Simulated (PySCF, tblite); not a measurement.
# C7H15PSi: geometry, infrared bands and NMR shifts

Wanted: the infrared bands and NMR shifts of C7H15PSi (`C#CCP([SiH3])C(C)(C)C`), by calculation.

Programs: tblite 0.8.0 and PySCF 2.14.0, with density-fitted response routines of our own. Each step states its level of theory. These are calculated values for one molecule in the gas phase, unless marked as measured. Atoms count from 0, in the outputs and in this text.

**1. The starting structure**

24 atoms, charge 0, multiplicity 1; geometry from: force field or distance geometry start.

Bonds of the start (Å): C0–C1 1.22, C1–C2 1.46, C2–P3 1.84, P3–Si4 2.22, P3–C5 1.88, C5–C6 1.52, C5–C7 1.50, C5–C8 1.51, C0–H9 1.06, C2–H10 1.11, C2–H11 1.11, Si4–H12 1.46, Si4–H13 1.48, Si4–H14 1.47, C6–H15 1.12, C6–H16 1.11, C6–H17 1.13, C7–H18 1.12, C7–H19 1.10, C7–H20 1.13, C8–H21 1.11, C8–H22 1.12, C8–H23 1.13.

**2. Optimising the geometry with GFN2-xTB**

What the job is given:

```
{"job": {"kind": "relax", "xc": "GFN2-xTB", "basis": "xTB"}, "charge": 0, "multiplicity": 1}
C      3.814700     0.956700    -0.260300
C      2.676800     1.285400     0.036400
C      1.322100     1.660300     0.413100
P      0.371800     0.154800     0.889500
Si     1.553200    -1.592800     0.202100
C     -1.250900    -0.005100    -0.047300
C     -1.613400    -1.480100     0.060600
C     -2.349600     0.787100     0.602800
C     -0.988800     0.370900    -1.482300
H      4.806400     0.672100    -0.523200
H      0.900100     2.161100    -0.481100
H      1.293400     2.425300     1.219700
H      2.985400    -1.330700     0.171000
H      1.225900    -2.720500     1.101200
H      1.110400    -1.962400    -1.149300
H     -2.707800    -1.630300     0.271000
H     -1.406500    -2.030500    -0.876000
H     -1.077300    -1.954700     0.929000
H     -2.574900     1.679700    -0.026600
H     -2.092700     1.108400     1.623200
H     -3.288200     0.167100     0.566600
H      0.098800     0.242900    -1.680300
H     -1.322000     1.410800    -1.708100
H     -1.498700    -0.355800    -2.177400
```

On the command line:

```bash
$ OMP_NUM_THREADS=1 python probes_run.py task.json out
```

The driver reads the jobs from task.json and runs them one after another.

**Question.** This job is followed by: GFN2-xTB harmonic vibrations, gas phase; GIAO PBE0/pcSseg-1 NMR shielding, non-relativistic, gas phase. What will the session give for the following? strongest single infrared mode (GFN2-xTB); zero-point energy (GFN2-xTB); ¹³C shifts against TMS (PBE0/pcSseg-1, means over atoms taken as alike); ¹H shifts against TMS (PBE0/pcSseg-1, means over atoms taken as alike); ³¹P shifts against H3PO4 (PBE0/pcSseg-1); ²⁹Si shifts against TMS (PBE0/pcSseg-1).

The runs gave:

| quantity | value |
| --- | --- |
| strongest single infrared mode (GFN2-xTB) | 762 cm⁻¹, 565 km/mol |
| zero-point energy (GFN2-xTB) | 119.9 kcal/mol |
| ¹³C shifts against TMS (PBE0/pcSseg-1, means over atoms taken as alike) | 84.6, 78.2, 31.4, 30.7, 12.0 ppm |
| ¹H shifts against TMS (PBE0/pcSseg-1, means over atoms taken as alike) | 3.97, 2.65, 1.51, 1.13 ppm |
| ³¹P shifts against H3PO4 (PBE0/pcSseg-1) | -78.1 ppm |
| ²⁹Si shifts against TMS (PBE0/pcSseg-1) | -81.8 ppm |

What this shows: The optimisation took 194 steps and gained 1.089 eV; among the close pairs (by a distance rule), C8–H23 changed most, from 1.127 to 1.090 Å. No mode is imaginary among the 66: a minimum at this level. The strongest single mode, at 762 cm⁻¹, is spread over several atoms, H14, H13, H12 among them. GFN2-xTB is a fitted tight-binding method: band positions and strengths are rough. Its intensities can rank the bands wrongly. At PBE0/pcSseg-1: The largest span, 292 ppm, is at C1, where the paramagnetic term is -156 ppm.
